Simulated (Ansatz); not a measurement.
**GeF₃ (doublet): the correlation ladder, cc-pVDZ**

One table from this session's results is given with a row withheld; the runs are named, their logs left out.

The runs use Ansatz 0.2.0, Gaussian basis; cc-pVDZ, core rule «outside noble gas», up to 17 orbitals frozen.

Plan: UHF; CCSD(T) on ROHF; CCSD(T) on UHF; BCCD(T) on ROHF; CISD as a restricted active space (open shells left free, so some higher excitations enter); CCSDT(Q) on ROHF; CCSDT(Q) on UHF; CASSCF and MRCISD+Q, 19 electrons in 13 orbitals; CASSCF and NEVPT2, 19 electrons in 13 orbitals.

3 further runs of the same task are left out: 1 that didn't finish, 2 set aside as unsound or not needed. Runs told in other sessions of the task aren't counted.

## The geometry

The geometry is a PBE0/def2-TZVP stationary point (not a proven minimum). No spin-orbit coupling is included. The filled d shell of Ge may be among the frozen orbitals whatever the setting's name suggests.

4 atoms, charge 0, spin multiplicity 2.

Atoms are counted from 1 here; the program's logs count them from 0.

Bond lengths: Ge1–F2 1.721 Å, Ge1–F3 1.721 Å, Ge1–F4 1.721 Å. Angles: F2–Ge1–F3 106.5°, F2–Ge1–F4 106.5°, F3–Ge1–F4 106.5°.

As a file:

```xyz
4
charge 0, multiplicity 2
Ge    0.0016    0.0003   -0.2869
F     1.5901    0.0093    0.3745
F    -0.8065    1.3736    0.3628
F    -0.7897   -1.3841    0.3597
```

The first run:

The input, in.yaml:

```yaml
crystal:
  periodic: [false, false, false]
  atoms:
    - {symbol: Ge, position_ang: [0.001588, 0.000328, -0.286907]}
    - {symbol: F, position_ang: [1.590111, 0.009278, 0.374483]}
    - {symbol: F, position_ang: [-0.806497, 1.373583, 0.362779]}
    - {symbol: F, position_ang: [-0.789685, -1.384115, 0.359719]}
basis:
  gaussian: {orbitals: cc-pVDZ}
magnetization: {spin_polarized: true, initial_magnetization: 1}
hamiltonian: {xc: hf}
output: {orbitals: {seedname: orbitals}}
```

Started as:

```
ansatz run in.yaml --threads 1 --pin off --events-out ev --progress --plain --max-ram 4096MiB --backend cpu
```

Steps of the session up to this table: UHF; CCSD(T) on ROHF; CCSD(T) on UHF; BCCD(T) on ROHF; CISD as a restricted active space (open shells left free, so some higher excitations enter); CCSDT(Q) on ROHF; CCSDT(Q) on UHF; CASSCF and MRCISD+Q, 19 electrons in 13 orbitals; CASSCF and NEVPT2, 19 electrons in 13 orbitals.

One of the session's tables, all rows but one given; the rest of the session is left out.

| method | from UCCSDT(Q) (kcal/mol) |
| --- | --- |
| ROHF | +413.94 |
| UHF | +412.74 |
| RMP2 | ? |
| UMP2 | +10.92 |
| RCCSD | +8.84 |
| UCCSD | +8.71 |
| RCCSD(T) | +1.69 |
| UCCSD(T) | +1.57 |
| BCCD(T) | +1.42 |
| RCCSDT | +1.23 |
| UCCSDT | +1.13 |
| RCCSDT(Q) | +0.25 |
| UCCSDT(Q) | 0 |
| CASSCF valence | +366.18 |
| NEVPT2 valence | +31.45 |
| MRCISD valence | +39.14 |
| MRCISD+Q valence | +7.19 |

Estimate the missing values for RMP2.

**Answer.** from UCCSDT(Q) (kcal/mol): +11.06. In the column «from UCCSDT(Q) (kcal/mol)» it lies between UMP2 (+10.92) and NEVPT2 valence (+31.45).

Not comparable, so not listed: CISD as a restricted active space (open shells left free, so some higher excitations enter) (they don't share determinant, frozen orbitals or solution with the rows shown, or repeat one).

Limits of these values: Restricted and unrestricted rows rest on different reference determinants; a gap between their highest levels can come from leftover correlation error, from unlike frozen cores or from another state.
